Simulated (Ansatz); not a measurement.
# C6H6O2: small, medium and large basis sets

An exercise on one series of results from a longer session: the logs are not shown, and one member is left open.

The runs use Ansatz 0.2.0, Gaussian basis; one geometry, several basis sets.

Levels to be run: PBE0-D4/def2-SVP; ωB97M-V/def2-SVP; PBE0-D4/def2-QZVPP; ωB97M-V/def2-QZVPP; the functionals' def2-TZVPP values are taken from earlier runs.

## Structure used throughout

All runs share one geometry, relaxed beforehand with PBE0-D4 in a triple-zeta def2 set.

SMILES `Oc1ccc(O)cc1`, 14 atoms, charge 0, spin multiplicity 1.

Atoms are counted from 1 here; the program's logs count them from 0.

Bond lengths: O1–C2 1.361 Å, O1–H9 0.961 Å, C2–C3 1.387 Å, C2–C8 1.389 Å, C3–C4 1.385 Å, C3–H10 1.083 Å, C4–C5 1.389 Å, C4–H11 1.086 Å, C5–O6 1.361 Å, C5–C7 1.387 Å, O6–H12 0.961 Å, C7–C8 1.385 Å, C7–H13 1.083 Å, C8–H14 1.086 Å. Angles: C2–O1–H9 109.1°, O1–C2–C3 117.9°, O1–C2–C8 122.8°, C3–C2–C8 119.3°, C2–C3–C4 120.1°, C2–C3–H10 119.1°, C4–C3–H10 120.7°, C3–C4–C5 120.6°, C3–C4–H11 119.5°, C5–C4–H11 119.9°, C4–C5–O6 122.8°, C4–C5–C7 119.3°, O6–C5–C7 117.9°, C5–O6–H12 109.1°, C5–C7–C8 120.1°, C5–C7–H13 119.1°, C8–C7–H13 120.7°, C2–C8–C7 120.6° and more.

Set-up of the first run:

in.yaml

```yaml
crystal:
  periodic: [false, false, false]
  atoms:
    - {symbol: O, position_ang: [1.368999, -1.047925, 2.150683]}
    - {symbol: C, position_ang: [0.674832, -0.553285, 1.089161]}
    - {symbol: C, position_ang: [1.085273, 0.658761, 0.554469]}
    - {symbol: C, position_ang: [0.412536, 1.205056, -0.525933]}
    - {symbol: C, position_ang: [-0.676664, 0.549105, -1.085086]}
    - {symbol: O, position_ang: [-1.370876, 1.043782, -2.146561]}
    - {symbol: C, position_ang: [-1.087080, -0.662961, -0.550420]}
    - {symbol: C, position_ang: [-0.414338, -1.209259, 0.529978]}
    - {symbol: H, position_ang: [0.981156, -1.885052, 2.418101]}
    - {symbol: H, position_ang: [1.934963, 1.167944, 0.992654]}
    - {symbol: H, position_ang: [0.742765, 2.154856, -0.936541]}
    - {symbol: H, position_ang: [-0.983150, 1.881001, -2.413859]}
    - {symbol: H, position_ang: [-1.936770, -1.172145, -0.988603]}
    - {symbol: H, position_ang: [-0.744543, -2.159079, 0.940559]}
basis:
  gaussian: {orbitals: def2-SVP}
hamiltonian: {xc: pbe0, dispersion: d4}
output: {orbitals: {seedname: orbitals}}
```

Run with:

```
> ansatz run in.yaml --threads 2 --pin off --events-out ev --progress --plain --max-ram 22528MiB --backend cpu
```

Steps of the session up to this table: PBE0-D4 in def2-SVP; ωB97M-V in def2-SVP; PBE0-D4 in def2-QZVPP; ωB97M-V in def2-QZVPP.

One table of the session follows, with a row left open; its other results are not shown here.

It belongs to the step «Functionals by basis». 

```
functional       basis  HOMO (eV)  LUMO (eV)
   PBE0-D4    def2-SVP      -5.85      -0.17
   PBE0-D4  def2-TZVPP      -5.95      -0.34
   PBE0-D4  def2-QZVPP      -5.99      -0.41
   ωB97M-V    def2-SVP      -7.88       1.90
   ωB97M-V  def2-TZVPP      -8.01       1.64
   ωB97M-V  def2-QZVPP          ?          ?
```

Estimate the missing values for ωB97M-V, def2-QZVPP.

As computed: HOMO (eV): -8.05; LUMO (eV): 1.54. In the column «HOMO (eV)» it is the lowest.
